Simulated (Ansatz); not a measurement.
## NiMoIrPdW in Ansatz: the effect of functional

Crystal: NiMoIrPdW.

```
Ni Mo Pd Ir W
1.0
     4.14670    0.00000    0.00000
    -2.07335    3.59115    0.00000
     0.00000    0.00000    5.41629
Ni Mo Pd Ir W
1 1 1 1 1
Direct
  0.00000 0.00000 0.02221
  0.66667 0.33333 0.45996
  0.33333 0.66667 0.74601
  0.33333 0.66667 0.25641
  0.66667 0.33333 0.99985
```

The cell was built by a generator and needn't be a form met in nature.

Alike in all runs:

| Property | Result |
| --- | --- |
| Program | Ansatz 0.2.0 |
| Task | band structure |
| Potentials or basis | Ansatz PAW |
| k mesh | 7 × 7 × 5 |
| Occupations | fermi-dirac, width 0.05 eV |
| Spin | collinear spin, ferromagnetic start |
| Starting moments | [1.0, 1.0, 0.0, 0.6, 0.0] μB |

Q: One run gave: pressure -8.0 GPa; largest force 0.17 eV/Å. Which functional did it use?
A. r2SCAN
B. BLYP
C. LDA
D. PBEsol
E. RPBE

A: D.

```csv
functional,cutoff,pressure (GPa),largest force (eV/Å)
BLYP,420 eV,9.6,0.28
PBEsol,420 eV,-8.0,0.17
r2SCAN,500 eV,-5.0,0.12
RPBE,420 eV,3.6,0.19
revPBE,420 eV,2.6,0.18
LDA,420 eV,-12.8,0.17
```

Caveats: the PAW data sets come from PBE, with cores solved anew for the run's functional, which leaves a small shift of forces and pressure; the potentials were made for another functional, which shifts forces and pressure (some runs); the magnetic or orbital state may not be the lowest (some runs).

Not every run made on this cell is shown here.
